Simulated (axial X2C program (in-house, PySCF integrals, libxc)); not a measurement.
# A two-component session on GeO: properties at the nuclei

Wanted for GeO: properties at the nuclei, at the two-component level.

Method: two-component X2C with atomic mean-field terms, Ge dyall-acv3z, O dyall-av3z; program: an in-house X2C program for linear molecules on PySCF integrals.

All values are calculated.

## (1) Input

task.json

```json
{
 "zs": [
  32,
  8
 ],
 "q": 0,
 "bas": [
  "dyall-acv3z",
  "dyall-av3z"
 ],
 "r0": 1.68,
 "levels": [
  "PBE0",
  "HF",
  "B3LYP"
 ],
 "nst": 1,
 "ff": 1,
 "thr": -3.5,
 "nmax": 130,
 "opt": {
  "ecut": 60
 }
}
```

Keys: zs atomic numbers; q charge; bas basis sets; r0 starting distance in Å; levels methods (HF also brings MP2); nst determinants followed; ff finite-field run; thr threshold in hartree for freezing inner shells (an s shell follows its p shell); nmax most natural virtual spinors; ecut virtual cutoff in hartree.

Run with:

```sh
$ python soeom.py task.json out
```

Nuclei are Gaussian, cores are contracted, and the Gaunt term is on.

## (2) Expectation values, lowest determinant

R = 1.618 Å. State: Ω = 0 (closed shell).

Output of the PBE0 run:

```text
two-component X2C + atomic mean field  PBE0
basis functions 178  fitting functions 970  grid points 5073
iter        total energy     max residual
   1      -2173.171491142     5.85e-06
   2      -2173.171491143     7.98e-06
converged
one-electron -3191.91662568  Coulomb 1024.18769081  exact exchange -21.66751001  xc functional -66.77577328  nuclear repulsion 83.72643139  atomic mean-field constant -0.72570438
```

The highest occupied spinor is 47% O p, 27% Ge p, 19% Ge s.

| level | qzz Ge (a.u.) | qzz O (a.u.) | μ (D) |
| --- | --- | --- | --- |
| PBE0 | -5.00 | -0.35 | -3.46 |
| HF | -5.89 | -0.29 | -4.23 |
| B3LYP | -4.89 | -0.40 | -3.49 |

qzz is the electric field gradient, eQq0 = 234.96 MHz × Q/barn × qzz; μ is positive if O is the positive end. The operators were transformed with the bare-nucleus X2C matrices.

## (3) Finite-field coupled cluster

Output:

```text
two-component X2C + atomic mean field  HF
basis functions 178  fitting functions 970  grid points 5073
iter        total energy     max residual
   1      -2171.398247896     2.76e-01
   2      -2171.426582749     7.61e-03
   3      -2171.427454749     7.69e-03
   4      -2171.428096445     2.27e-03
   5      -2171.428172497     7.63e-04
   6      -2171.428185654     4.22e-04
   7      -2171.428190038     1.13e-04
   8      -2171.428190621     2.92e-05
   9      -2171.428190653     9.84e-06
  10      -2171.428190655     1.59e-06
  11      -2171.428190655     9.36e-07
converged
one-electron -3192.03170609  Coulomb 1024.42073479  exact exchange -86.81794637  xc functional 0.00000000  nuclear repulsion 83.72643139  atomic mean-field constant -0.72570438
correlated 20  virtual 296  natural virtual 128  E(MP2) -0.852622750  MP2 remainder -0.054109430
iter   CCSD correlation   residual
   1     -0.722310173   2.43e-01
   2     -0.746100554   1.51e-01
   3     -0.753043610   3.33e-02
   4     -0.753125610   1.44e-02
   5     -0.753142482   4.69e-03
   6     -0.753213268   1.43e-03
   7     -0.753196634   5.12e-04
   8     -0.753194869   1.92e-04
   9     -0.753201829   6.31e-05
  10     -0.753198091   2.64e-05
  11     -0.753199021   1.52e-05
  12     -0.753199016   8.02e-06
(T) -0.028088827  T1 0.0336  D1 0.0683  max T2 0.065
```

T1 in the output is the amplitude norm over the root of the electron number; divide by √2 for the Lee–Taylor value.

20 electrons correlated in 128 natural virtual spinors, MP2 remainder added; T1 = 0.024.

| level | qzz Ge (a.u.) | qzz O (a.u.) | μ (D) |
| --- | --- | --- | --- |
| HF | -5.89 | -0.29 | -4.23 |
| MP2 | -4.57 | -0.51 | -3.06 |
| CCSD | -5.05 | -0.39 | -3.52 |
| CCSD(T) | -4.72 | -0.44 | -3.25 |

## (4) Results

| quantity | value |
| --- | --- |
| lowest determinant | Ω = 0 (closed shell) |
| qzz Ge (a.u.), PBE0 | -5.00 |
| qzz O (a.u.), PBE0 | -0.35 |
| μ (D), PBE0 | -3.46 |
| qzz Ge (a.u.), CCSD(T) | -4.72 |
| qzz O (a.u.), CCSD(T) | -0.44 |
| μ (D), CCSD(T) | -3.25 |

In words: The expectation values come from single determinants, which for open shells can mix terms of unlike spin or miss the lowest Ω, so a determinant need not be a state. qzz is the electric field gradient, eQq0 = 234.96 MHz × Q/barn × qzz; μ is positive if O is the positive end. The operators were transformed with the bare-nucleus X2C matrices. Correlation of the inner shells is missing, which matters for properties at the nucleus.
